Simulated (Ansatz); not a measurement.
# WF+ (triplet): wave-function methods side by side, def2-QZVPP

One table from this session's results is given with a row withheld; the runs are named, their logs left out.

Method: def2-QZVPP, core rule «outside noble gas», up to 5 orbitals frozen; program: Ansatz 0.2.0, Gaussian basis.

To be run: UHF; ROHF; CCSD(T) on UHF.

### The geometry

The geometry is a PBE0/def2-TZVP stationary point (not a proven minimum) of the parent state, kept for this charge and spin. No spin-orbit coupling is included. Elements past krypton take def2 core potentials.

2 atoms, charge 1, spin multiplicity 3.

Atoms are counted from 1 here; the program's logs count them from 0.

Bond lengths: W1–F2 1.838 Å.

Geometry (Å):

```xyz
2
FW
W     0.0000    0.0000    0.0000
F     0.0000    0.0000    1.8382
```

The first run:

Input file in.yaml:

```yaml
crystal:
  periodic: [false, false, false]
  atoms:
    - {symbol: W, position_ang: [0.000000, 0.000000, 0.000000]}
    - {symbol: F, position_ang: [0.000000, 0.000000, 1.838237]}
basis:
  gaussian: {orbitals: "def2-QZVPP.json"}
total_charge: 1
magnetization: {spin_polarized: true, initial_magnetization: 2}
hamiltonian: {xc: hf}
output: {orbitals: {seedname: orbitals}}
```

The run is started by

```bash
ansatz run in.yaml --threads 1 --pin off --events-out ev --progress --plain --max-ram 4096MiB --backend cpu
```

Steps of the session up to this table: UHF; ROHF; CCSD(T) on UHF.

One table of the session follows, with a row left open; its other results are not shown here.

It belongs to the step «Misses and costs». 

```
  method  from UCCSD(T) (meV)
    ROHF                    ?
    UMP2              +1241.3
   UCCSD               +779.4
UCCSD(T)                    0
```

**Question.** Estimate the row for ROHF.

The run gave: from UCCSD(T) (meV): +12282.4. In the column «from UCCSD(T) (meV)» it is the highest.

Left out of the table: UHF (another determinant or state than the rows shown).

The program flags UCCSD(T) as in doubt (see the logs), so the zero of the table is itself unsure.

Caveats from the session: The determinant is far from a pure spin state, so its energy mixes those of several spin states (harmless only where they are near-degenerate, as at dissociation). The program flags UCCSD(T) as in doubt, so the zero of the table is itself unsure. Warnings: spin contamination; coupled cluster took another determinant than the lowest.
